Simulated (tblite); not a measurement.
# C2H9BrO2Si2: the cost of one run

Computed with tblite 0.8.0 and PySCF 2.14.0, with density-fitted response routines of our own, on a single molecule in the gas phase. Atoms count from 0, in the outputs and in this text.

## Step 1: The molecule as given

16 atoms, charge 0, multiplicity 1; geometry from: force field or distance geometry start.

Bonds of the start (Å): C0–O1 1.40, O1–Si2 1.74, Si2–Br3 2.27, Si2–C4 1.85, C4–O5 1.38, O5–Si6 1.71, C0–H7 1.10, C0–H8 1.10, C0–H9 1.13, Si2–H10 1.49, C4–H11 1.13, C4–H12 1.09, Si6–H13 1.48, Si6–H14 1.49, Si6–H15 1.46.

## Step 2: Optimising the geometry with GFN2-xTB

What the job is given:

```
{"job": {"kind": "relax", "xc": "GFN2-xTB", "basis": "xTB"}, "charge": 0, "multiplicity": 1}
C     -3.272600     0.125700    -0.030400
O     -2.051700     0.149400    -0.713100
Si    -0.865900    -0.390500     0.439200
Br    -1.189600     0.884600     2.292000
C      0.871500    -0.214900    -0.166000
O      1.635900     0.131800     0.932000
Si     3.281300     0.331200     0.528900
H     -3.511200     1.101700     0.424100
H     -4.092800    -0.305500    -0.615000
H     -3.138200    -0.578300     0.839400
H     -1.128900    -1.825100     0.720300
H      1.213300    -1.181300    -0.633700
H      0.912300     0.576300    -0.920300
H      3.864200    -0.879400    -0.081800
H      4.044300     0.551100     1.792800
H      3.420500     1.532500    -0.284600
```

Command:

```sh
$ OMP_NUM_THREADS=1 python probes_run.py task.json out
```

This one command runs all jobs of the session in turn.

**Question.** How long does this first job take on 1 thread of Arm Neoverse N1, shared host, and how much memory does it need?

About 1.7 s, with a peak of 0.18 GiB.
